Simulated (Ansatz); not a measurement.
# H₇NO₂Si: search for a transition state, part 1 of 2

Aim: find the saddle point of a four-centre ligand exchange that is to form Si1–N7, O2–H6 and break Si1–O2, H6–N7, prove it by its vibrations, and relax downhill on both sides to see what it joins.

The runs use Ansatz 0.2.0, Gaussian basis; PBE0-D4, def2-SVP first, then def2-TZVP.

152 further runs of the same task are left out: 152 set aside as unsound or not needed.

## 1. Starting geometry

The guess: 11 atoms, charge 0, spin multiplicity 1.

Atoms are counted from 1 here; the program's logs count them from 0.

Bond lengths: Si1–H3 1.457 Å, Si1–H4 1.480 Å, Si1–O5 1.616 Å, Si1–N7 1.873 Å, O2–H8 0.955 Å, O5–H9 0.956 Å, H6–N7 1.197 Å, N7–H10 1.009 Å, N7–H11 1.010 Å. Angles: H3–Si1–H4 105.0°, H3–Si1–O5 126.3°, H3–Si1–N7 112.2°, H4–Si1–O5 95.0°, H4–Si1–N7 97.2°, O5–Si1–N7 113.9°, Si1–O5–H9 116.6°, Si1–N7–H6 83.3°, Si1–N7–H10 116.0°, Si1–N7–H11 114.9°, H6–N7–H10 116.1°, H6–N7–H11 116.0°, H10–N7–H11 108.9°.

Coordinates:

```xyz
11

Si   -0.56460   -0.63900    0.07240
O     1.48210   -0.06220    0.38700
H     0.01240   -1.77390   -0.63680
H    -2.01530   -0.70470   -0.21390
O    -0.74360   -0.50260    1.67290
H     0.87660    0.83040   -0.35670
N    -0.22590    0.98590   -0.79580
H     2.17440   -0.52770   -0.07710
H     0.05250   -0.35860    2.18280
H    -0.30940    0.97530   -1.80150
H    -0.73910    1.77710   -0.43340
```

Distances that are to change: Si1–N7 1.87 Å, O2–H6 1.31 Å, Si1–O2 2.15 Å, H6–N7 1.20 Å.

## 2. Relaxing the guess with the reacting distances held

Input file hold/in.yaml:

```yaml
crystal:
  periodic: [false, false, false]
  atoms:
    - {symbol: Si, position_ang: [-0.564600, -0.639000, 0.072400]}
    - {symbol: O, position_ang: [1.482100, -0.062200, 0.387000]}
    - {symbol: H, position_ang: [0.012400, -1.773900, -0.636800]}
    - {symbol: H, position_ang: [-2.015300, -0.704700, -0.213900]}
    - {symbol: O, position_ang: [-0.743600, -0.502600, 1.672900]}
    - {symbol: H, position_ang: [0.876600, 0.830400, -0.356700]}
    - {symbol: N, position_ang: [-0.225900, 0.985900, -0.795800]}
    - {symbol: H, position_ang: [2.174400, -0.527700, -0.077100]}
    - {symbol: H, position_ang: [0.052500, -0.358600, 2.182800]}
    - {symbol: H, position_ang: [-0.309400, 0.975300, -1.801500]}
    - {symbol: H, position_ang: [-0.739100, 1.777100, -0.433400]}
basis:
  gaussian: {orbitals: def2-SVP}
hamiltonian: {xc: pbe0, dispersion: d4}
relax: {f_tol: 0.04, max_steps: 150, escape_saddle: false, constraints: [{distance: [0, 6]}, {distance: [1, 5]}, {distance: [0, 1]}, {distance: [5, 6]}]}
```

Run with:

```bash
$ ansatz run in.yaml --threads 4 --pin off --events-out ev --progress --plain --max-ram 9574MiB
```

What it wrote, shortened:

```text
Functional definition: PBE0
  name "PBE0"
  cite "Adamo & Barone, J. Chem. Phys. 110, 6158 (1999) doi:10.1063/1.478522"
  cite "Perdew, Burke & Ernzerhof, Phys. Rev. Lett. 77, 3865 (1996) doi:10.1103/PhysRevLett.77.3865"
  parent pbe
[...]
992 factors; integrals over basis functions are off by at most 5.9e-4 eV
[...]
mean field -13560.35010208 eV, -498.3336747161 hartree, gradient 7.1e-6 eV, S^2 0.000000; 0 other end points of the search recorded, 0 dependent functions left out
[...]
reference -13560.35012742 eV, -498.3336756474 hartree; 22, 22 occupied and 73, 73 virtual orbitals, 992 factors
relax step   1: F+E_penalty+E_count = -13560.50788596 eV  Δ(F+E_penalty+E_count) = +0.000e0 eV  max|allowed force component| = 1.414e0 eV/Å  Δτ_max = 0.0000 Å  (24 SCF iters, accepted)
[...]
relax step   5: F+E_penalty+E_count = -13560.64747278 eV  Δ(F+E_penalty+E_count) = -7.179e-3 eV  max|allowed force component| = 1.069e-1 eV/Å  Δτ_max = 0.0525 Å  (26 SCF iters, accepted)
[...]
relax step   6: F+E_penalty+E_count = -13560.64954893 eV  Δ(F+E_penalty+E_count) = -2.076e-3 eV  max|allowed force component| = 3.454e-2 eV/Å  Δτ_max = 0.0304 Å  (25 SCF iters, accepted)
  distance Si 0 - N 6 held at 1.873176 Å   reaction = -1.4228e-1 eV/Å
  distance O 1 - H 5 held at 1.310135 Å   reaction = +2.4371e-1 eV/Å
  distance Si 0 - O 1 held at 2.149570 Å   reaction = +7.5559e-2 eV/Å
  distance H 5 - N 6 held at 1.196869 Å   reaction = -1.9531e-1 eV/Å
992 factors; integrals over basis functions are off by at most 6.5e-4 eV
mean field -13560.49193391 eV, -498.3388869395 hartree, gradient 8.0e-5 eV, S^2 0.000000; 1 other end points of the search recorded, 0 dependent functions left out
[...]
reference -13560.49195923 eV, -498.3388878700 hartree; 22, 22 occupied and 73, 73 virtual orbitals, 992 factors
Total energy: -13560.64957425 eV, -498.3446801152 hartree
Atom 0 at    -0.589258    -0.615917     0.076059 Å, force     0.031283    -0.103946     0.089862 eV/Å
Atom 1 at     1.441516    -0.028918     0.465981 Å, force    -0.183196     0.122877    -0.180464 eV/Å
Atom 2 at    -0.000525    -1.742320    -0.711656 Å, force     0.007396     0.011441     0.013100 eV/Å
Atom 3 at    -2.059639    -0.740949    -0.233564 Å, force     0.001941     0.012608    -0.001281 eV/Å
Atom 4 at    -0.689814    -0.499288     1.729447 Å, force     0.034544     0.000848    -0.030835 eV/Å
Atom 5 at     0.860223     0.826784    -0.337963 Å, force     0.276782    -0.188589     0.227368 eV/Å
Atom 6 at    -0.228688     0.997632    -0.804417 Å, force    -0.159990     0.143331    -0.141815 eV/Å
Atom 7 at     2.115133    -0.592958     0.070500 Å, force    -0.003453     0.009882     0.014757 eV/Å
Atom 8 at     0.221186    -0.360133     2.033513 Å, force    -0.014089    -0.001241     0.000309 eV/Å
Atom 9 at    -0.300523     0.961840    -1.820992 Å, force     0.004153     0.000243     0.009370 eV/Å
Atom 10 at    -0.769513     1.794227    -0.467008 Å, force     0.004629    -0.007455    -0.000371 eV/Å
Dipole moment:     0.232770     0.418331    -0.653194 e Å
```

Run time: 7.5 s. Hardware: 4 threads of Arm Neoverse V2, shared host.

Relaxation path:

```tsv
step	energy from step 1 (eV)	largest force component (eV/Å)
1	0.0000	1.4143
2	-0.0915	0.9441
3	-0.1153	0.5038
4	-0.1324	0.2093
5	-0.1396	0.1069
6	-0.1417	0.0345
```

Close pairs (by a distance rule), those that changed most:

```tsv
bond	before (Å)	after (Å)	change (Å)
Si1–O5	1.616	1.661	+0.044
Si1–H3	1.457	1.495	+0.038
Si1–H4	1.480	1.508	+0.028
O5–H9	0.956	0.970	+0.014
N7–H10	1.009	1.020	+0.011
N7–H11	1.010	1.020	+0.010
O2–H8	0.955	0.963	+0.009
H6–N7	1.197	1.197	+0.000
```

## 3. A starting Hessian

Input file hessian/in.yaml:

```yaml
crystal:
  periodic: [false, false, false]
  atoms:
    - {symbol: Si, position_ang: [-0.589258, -0.615917, 0.076059]}
    - {symbol: O, position_ang: [1.441516, -0.028918, 0.465981]}
    - {symbol: H, position_ang: [-0.000525, -1.742320, -0.711656]}
    - {symbol: H, position_ang: [-2.059639, -0.740949, -0.233564]}
    - {symbol: O, position_ang: [-0.689814, -0.499288, 1.729447]}
    - {symbol: H, position_ang: [0.860223, 0.826784, -0.337963]}
    - {symbol: N, position_ang: [-0.228688, 0.997632, -0.804417]}
    - {symbol: H, position_ang: [2.115133, -0.592958, 0.070500]}
    - {symbol: H, position_ang: [0.221186, -0.360133, 2.033513]}
    - {symbol: H, position_ang: [-0.300523, 0.961840, -1.820992]}
    - {symbol: H, position_ang: [-0.769513, 1.794227, -0.467008]}
basis:
  gaussian: {orbitals: def2-SVP}
hamiltonian: {xc: pbe0, dispersion: d4}
phonons: {}
scf: {lower_state_search: off}
```

Run with:

```bash
$ ansatz run in.yaml --threads 4 --pin off --events-out ev --progress --plain --max-ram 9574MiB
```

What it wrote, shortened:

```text
[... 5 set-up lines as earlier in the session ...]
[...]
993 factors; integrals over basis functions are off by at most 4.8e-4 eV
[...]
mean field -13560.49192946 eV, -498.3388867760 hartree, gradient 1.3e-6 eV, S^2 0.000000; 0 other end points of the search recorded, 0 dependent functions left out
[...]
reference -13560.49195492 eV, -498.3388877118 hartree; 22, 22 occupied and 73, 73 virtual orbitals, 993 factors
[... from here to the last solve, the lines of the solves are left out (65 solves) ...]
993 factors; integrals over basis functions are off by at most 4.8e-4 eV
mean field -13560.49190202 eV, -498.3388857678 hartree, gradient 2.0e-6 eV, S^2 0.000000; 0 other end points of the search recorded, 0 dependent functions left out
[...]
WARN: phonons: modes at or below zero, which the zero-point energy, F, S and C_V leave out: 1, the lowest at -890.39 cm⁻¹. A minimum has none, and a first-order saddle one
[...]
Atom 4 at    -0.689814    -0.499288     1.729447 Å, force     0.034515     0.000889    -0.030883 eV/Å
Atom 5 at     0.860223     0.826784    -0.337963 Å, force     0.276804    -0.188613     0.227290 eV/Å
Atom 6 at    -0.228688     0.997632    -0.804417 Å, force    -0.159943     0.143320    -0.141762 eV/Å
Atom 7 at     2.115133    -0.592958     0.070500 Å, force    -0.003437     0.009838     0.014815 eV/Å
Atom 8 at     0.221186    -0.360133     2.033513 Å, force    -0.014071    -0.001229     0.000304 eV/Å
Atom 9 at    -0.300523     0.961840    -1.820992 Å, force     0.004092     0.000287     0.009403 eV/Å
Atom 10 at    -0.769513     1.794227    -0.467008 Å, force     0.004620    -0.007432    -0.000376 eV/Å
Dipole moment:     0.232771     0.418331    -0.653195 e Å
Vibrations: -890.39 175.13 248.29 301.15 412.02 519.10 556.68 587.51 642.64 727.90 735.77 768.35 840.51 873.25 929.39 1004.81 1079.23 1088.00 1505.68 1640.76 1901.76 2151.01 2205.66 3539.56 3634.45 3794.31 3896.14 cm⁻¹, zero-point energy 2.216778 eV
Checks for a lower state left out: stability, starts, cluster_reference, orbital_swaps, neighbouring_geometries, increment
```

It took 44 s on 4 threads of Arm Neoverse V2, shared host.

The structure is not stationary yet, so these wavenumbers are no spectrum; the search needs only the force constants.

## 4. Saddle search in the small basis

A small driver takes partitioned rational-function steps: uphill along one mode, downhill along the rest. It calls the program once a step for energy and forces and updates the Hessian by Bofill's formula. It stops when the largest force is under 0.04 eV/Å and the followed curvature is negative. The first step's input:

Input file presaddle/in.yaml:

```yaml
crystal:
  periodic: [false, false, false]
  atoms:
    - {symbol: Si, position_ang: [-0.589258, -0.615917, 0.076059]}
    - {symbol: O, position_ang: [1.441516, -0.028918, 0.465981]}
    - {symbol: H, position_ang: [-0.000525, -1.742320, -0.711656]}
    - {symbol: H, position_ang: [-2.059639, -0.740949, -0.233564]}
    - {symbol: O, position_ang: [-0.689814, -0.499288, 1.729447]}
    - {symbol: H, position_ang: [0.860223, 0.826784, -0.337963]}
    - {symbol: N, position_ang: [-0.228688, 0.997632, -0.804417]}
    - {symbol: H, position_ang: [2.115133, -0.592958, 0.070500]}
    - {symbol: H, position_ang: [0.221186, -0.360133, 2.033513]}
    - {symbol: H, position_ang: [-0.300523, 0.961840, -1.820992]}
    - {symbol: H, position_ang: [-0.769513, 1.794227, -0.467008]}
basis:
  gaussian: {orbitals: def2-SVP}
hamiltonian: {xc: pbe0, dispersion: d4}
output: {forces: true}
scf: {lower_state_search: off}
```

Run with:

```bash
$ ansatz run in.yaml --threads 4 --pin off --events-out ev --progress --plain --max-ram 9574MiB
```

Step by step:

```tsv
step	energy (eV)	largest force (eV/Å)	followed curvature (eV/Å²)
1	-13560.64957	0.2768	-5.84
2	-13560.65489	0.0701	-5.84
3	-13560.65539	0.0153	-5.85
```

The 3 steps took 2.8 s in all (4 threads of Arm Neoverse V2, shared host).

## 5. Saddle search in triple zeta

A small driver takes partitioned rational-function steps: uphill along one mode, downhill along the rest. It calls the program once a step for energy and forces and updates the Hessian by Bofill's formula. It stops when the largest force is under 0.01 eV/Å and the followed curvature is negative. The first step's input:

Input file saddle/in.yaml:

```yaml
crystal:
  periodic: [false, false, false]
  atoms:
    - {symbol: Si, position_ang: [-0.548171, -0.614894, 0.085767]}
    - {symbol: O, position_ang: [1.407470, -0.039700, 0.439631]}
    - {symbol: H, position_ang: [0.018718, -1.754223, -0.704999]}
    - {symbol: H, position_ang: [-2.020242, -0.736205, -0.230097]}
    - {symbol: O, position_ang: [-0.689548, -0.511225, 1.740147]}
    - {symbol: H, position_ang: [0.862274, 0.843332, -0.356494]}
    - {symbol: N, position_ang: [-0.227835, 1.019546, -0.817616]}
    - {symbol: H, position_ang: [2.081403, -0.619453, 0.068321]}
    - {symbol: H, position_ang: [0.203652, -0.371740, 2.085105]}
    - {symbol: H, position_ang: [-0.310042, 0.976438, -1.832644]}
    - {symbol: H, position_ang: [-0.777579, 1.808125, -0.477221]}
basis:
  gaussian: {orbitals: def2-TZVP}
hamiltonian: {xc: pbe0, dispersion: d4}
output: {forces: true}
scf: {lower_state_search: off}
```

Run with:

```bash
$ ansatz run in.yaml --threads 4 --pin off --events-out ev --progress --plain --max-ram 9574MiB
```

The driver's record:

```tsv
step	energy (eV)	largest force (eV/Å)	followed curvature (eV/Å²)
1	-13570.52840	0.5626	-5.85
2	-13570.54628	0.1906	-5.82
3	-13570.54723	0.0213	-5.82
4	-13570.54726	0.0273	-5.82
5	-13570.54730	0.0029	-5.82
```

The 5 steps took 7.7 s in all (4 threads of Arm Neoverse V2, shared host).

Geometry at the end of the search:

```tsv
atom	x (Å)	y (Å)	z (Å)
Si1	-0.5527	-0.5989	0.0841
O2	1.4315	-0.0272	0.4256
H3	0.0281	-1.7289	-0.6915
H4	-2.0162	-0.7304	-0.2278
O5	-0.7009	-0.5117	1.7178
H6	0.8719	0.8296	-0.3751
N7	-0.2305	1.0084	-0.8134
H8	2.0924	-0.6111	0.0491
H9	0.1658	-0.3881	2.1190
H10	-0.3304	0.9578	-1.8199
H11	-0.7590	1.8005	-0.4679
```

Followed mode, largest move set to 1: H6 (0.58, -0.64, 0.50); O2 (0.21, 0.38, -0.11); Si1 (-0.36, 0.13, -0.14); H4 (-0.25, -0.09, -0.01).

## 6. Vibrations at the point found

Input file vib/in.yaml:

```yaml
crystal:
  periodic: [false, false, false]
  atoms:
    - {symbol: Si, position_ang: [-0.552695, -0.598889, 0.084082]}
    - {symbol: O, position_ang: [1.431544, -0.027222, 0.425551]}
    - {symbol: H, position_ang: [0.028110, -1.728936, -0.691472]}
    - {symbol: H, position_ang: [-2.016168, -0.730377, -0.227751]}
    - {symbol: O, position_ang: [-0.700892, -0.511655, 1.717764]}
    - {symbol: H, position_ang: [0.871936, 0.829577, -0.375120]}
    - {symbol: N, position_ang: [-0.230516, 1.008401, -0.813450]}
    - {symbol: H, position_ang: [2.092422, -0.611139, 0.049090]}
    - {symbol: H, position_ang: [0.165776, -0.388066, 2.118982]}
    - {symbol: H, position_ang: [-0.330425, 0.957847, -1.819858]}
    - {symbol: H, position_ang: [-0.758992, 1.800459, -0.467917]}
basis:
  gaussian: {orbitals: def2-TZVP}
hamiltonian: {xc: pbe0, dispersion: d4}
phonons: {temperatures: {t_min: 298.15, t_max: 900, t_step: 200}}
```

Run with:

```bash
$ ansatz run in.yaml --threads 4 --pin off --events-out ev --progress --plain --max-ram 9574MiB
```

What it wrote, shortened:

```text
[... 5 set-up lines as earlier in the session ...]
[...]
1033 factors; their error is unknown
[...]
mean field -13570.38948106 eV, -498.7026150886 hartree, gradient 1.9e-5 eV, S^2 0.000000; 0 other end points of the search recorded, 0 dependent functions left out
[...]
reference -13570.38950935 eV, -498.7026161283 hartree; 22, 22 occupied and 150, 150 virtual orbitals, 1033 factors
[... from here to the last solve, the lines of the solves are left out (65 solves) ...]
1033 factors; their error is unknown
[...]
mean field -13570.38945006 eV, -498.7026139495 hartree, gradient 2.1e-6 eV, S^2 0.000000; 0 other end points of the search recorded, 0 dependent functions left out
[...]
WARN: phonons: modes at or below zero, which the zero-point energy, F, S and C_V leave out: 1, the lowest at -970.59 cm⁻¹. A minimum has none, and a first-order saddle one
[...]
Atom 3 at    -2.016168    -0.730377    -0.227751 Å, force    -0.000133    -0.000167     0.000040 eV/Å
Atom 4 at    -0.700892    -0.511655     1.717764 Å, force    -0.000750     0.000348    -0.002878 eV/Å
Atom 5 at     0.871936     0.829577    -0.375120 Å, force    -0.000620     0.000480     0.000002 eV/Å
Atom 6 at    -0.230516     1.008401    -0.813450 Å, force     0.000952    -0.000704     0.001256 eV/Å
Atom 7 at     2.092422    -0.611139     0.049090 Å, force     0.001190    -0.001573    -0.000959 eV/Å
Atom 8 at     0.165776    -0.388066     2.118982 Å, force     0.001542     0.000030     0.001969 eV/Å
Atom 9 at    -0.330425     0.957847    -1.819858 Å, force     0.000064    -0.000001    -0.001520 eV/Å
Atom 10 at    -0.758992     1.800459    -0.467917 Å, force    -0.000882     0.000643     0.000351 eV/Å
Dipole moment:     0.254126     0.400867    -0.575592 e Å
Vibrations: -970.59 167.08 279.44 300.57 384.68 514.99 555.33 577.92 648.94 682.58 730.17 761.52 840.82 869.82 933.49 1002.08 1032.50 1093.19 1536.92 1638.49 1885.13 2120.20 2189.57 3540.45 3630.72 3850.40 3903.59 cm⁻¹, zero-point energy 2.211294 eV
```

Wall time 86 s (4 threads of Arm Neoverse V2, shared host).

Wavenumbers and character of the modes:

```tsv
mode	wavenumber (cm⁻¹)	character
1	971i	changes O2–H6, H6–N7
2	167	bend
3	279	torsion
4	301	torsion with bend
5	385	not assigned (largely outside the bonds, angles and torsions drawn)
6	515	not assigned (largely outside the bonds, angles and torsions drawn)
7	555	torsion with bend
8	578	torsion with Si–N stretch
9	649	not assigned (largely outside the bonds, angles and torsions drawn)
10	683	torsion
11	730	not assigned (largely outside the bonds, angles and torsions drawn)
12	762	bend
13	841	bend with torsion
14	870	bend with Si–O stretch
15	933	Si–O stretch with bend
16	1002	bend with torsion
17	1032	bend
18	1093	torsion with bend
19	1537	bend
20	1638	bend
21	1885	bend with N–H stretch
22	2120	Si–H stretch
23	2190	Si–H stretch
24	3540	N–H stretch
25	3631	N–H stretch
26	3850	O–H stretch
27	3904	O–H stretch
```

Vibrational sums (real modes only):

```tsv
T (K)	entropy (J/mol/K)	heat capacity (J/mol/K)
298	41.9	67.8
498	87.2	108.8
698	128.3	133.8
898	164.1	150.8
```

## 7. Relaxing after a step of 0.30 Å one way along the mode

Input file downa/in.yaml:

```yaml
crystal:
  periodic: [false, false, false]
  atoms:
    - {symbol: Si, position_ang: [-0.659745, -0.559466, 0.040859]}
    - {symbol: O, position_ang: [1.495058, 0.086867, 0.393030]}
    - {symbol: H, position_ang: [0.025025, -1.689788, -0.669485]}
    - {symbol: H, position_ang: [-2.089988, -0.756189, -0.229677]}
    - {symbol: O, position_ang: [-0.694945, -0.512061, 1.686167]}
    - {symbol: H, position_ang: [1.046541, 0.637882, -0.224236]}
    - {symbol: N, position_ang: [-0.259879, 0.984403, -0.810714]}
    - {symbol: H, position_ang: [2.108699, -0.550493, 0.010534]}
    - {symbol: H, position_ang: [0.161798, -0.382115, 2.096567]}
    - {symbol: H, position_ang: [-0.358071, 0.950420, -1.817840]}
    - {symbol: H, position_ang: [-0.774394, 1.790540, -0.475305]}
basis:
  gaussian: {orbitals: def2-TZVP}
hamiltonian: {xc: pbe0, dispersion: d4}
relax: {f_tol: 0.005, max_steps: 200}
```

Run with:

```bash
$ ansatz run in.yaml --threads 4 --pin off --events-out ev --progress --plain --max-ram 9574MiB
```

What it wrote, shortened:

```text
[... 5 set-up lines as earlier in the session ...]
[...]
1033 factors; their error is unknown
[...]
mean field -13570.48037885 eV, -498.7059555209 hartree, gradient 1.8e-5 eV, S^2 0.000000; 0 other end points of the search recorded, 0 dependent functions left out
[...]
reference -13570.48040666 eV, -498.7059565427 hartree; 22, 22 occupied and 150, 150 virtual orbitals, 1033 factors
relax step   1: F+E_penalty+E_count = -13570.63851926 eV  Δ(F+E_penalty+E_count) = +0.000e0 eV  max|allowed force component| = 3.175e0 eV/Å  Δτ_max = 0.0000 Å  (27 SCF iters, accepted)
[...]
Atom 1 at     1.947057     0.378092     0.808260 Å, force    -0.001207     0.000604     0.000992 eV/Å
Atom 2 at    -0.744189    -1.747917    -0.963071 Å, force    -0.000206     0.000031    -0.000265 eV/Å
Atom 3 at    -2.591166    -0.544636     0.071820 Å, force     0.000201    -0.000052    -0.000258 eV/Å
Atom 4 at    -0.531836    -0.736022     1.445188 Å, force     0.001359     0.001071    -0.002970 eV/Å
Atom 5 at     1.372913     0.643896     0.064640 Å, force     0.000759    -0.000631    -0.000385 eV/Å
Atom 6 at    -0.404561     0.771108    -0.855903 Å, force     0.000277    -0.000450     0.000836 eV/Å
Atom 7 at     2.721513    -0.035190     0.421802 Å, force     0.000236    -0.000221    -0.000766 eV/Å
Atom 8 at     0.417154    -0.534312     1.517420 Å, force    -0.000668     0.000060     0.001215 eV/Å
Atom 9 at    -0.341222     0.733587    -1.863597 Å, force     0.000014     0.000194     0.000053 eV/Å
Atom 10 at    -0.729507     1.686703    -0.575653 Å, force    -0.000042     0.000419    -0.000092 eV/Å
Dipole moment:     0.196061     0.217855    -0.661968 e Å
```

It took 35 s on 4 threads of Arm Neoverse V2, shared host.

Along the way:

```tsv
step	energy from step 1 (eV)	largest force component (eV/Å)
1	0.0000	3.1747
2	-0.4001	0.9330
3	-0.6353	0.7963
4	-0.7904	0.8682
5	-0.8238	1.1350
6	-0.8734	0.6481
7	-0.9158	0.4318
8	-0.9245	0.2512
9	-0.9323	0.3146
10	-0.9380	0.1801
11	-0.9395	0.0534
12	-0.9405	0.0372
13	-0.9408	0.0333
14	-0.9409	0.0164
15	-0.9410	0.0199
16	-0.9410	0.0204
17	-0.9410	0.0128
18	-0.9410	0.0062
19	-0.9410	0.0030
```

Close pairs (by a distance rule), those that changed most:

```tsv
bond	before (Å)	after (Å)	change (Å)
Si1–N7	1.808	1.745	-0.063
O2–H6	0.941	0.976	+0.035
Si1–O5	1.646	1.629	-0.017
Si1–H4	1.469	1.484	+0.015
O5–H9	0.959	0.973	+0.014
Si1–H3	1.500	1.489	-0.011
O2–H8	0.964	0.959	-0.005
N7–H11	1.013	1.011	-0.002
```

(Continued in part 2 of 2.)
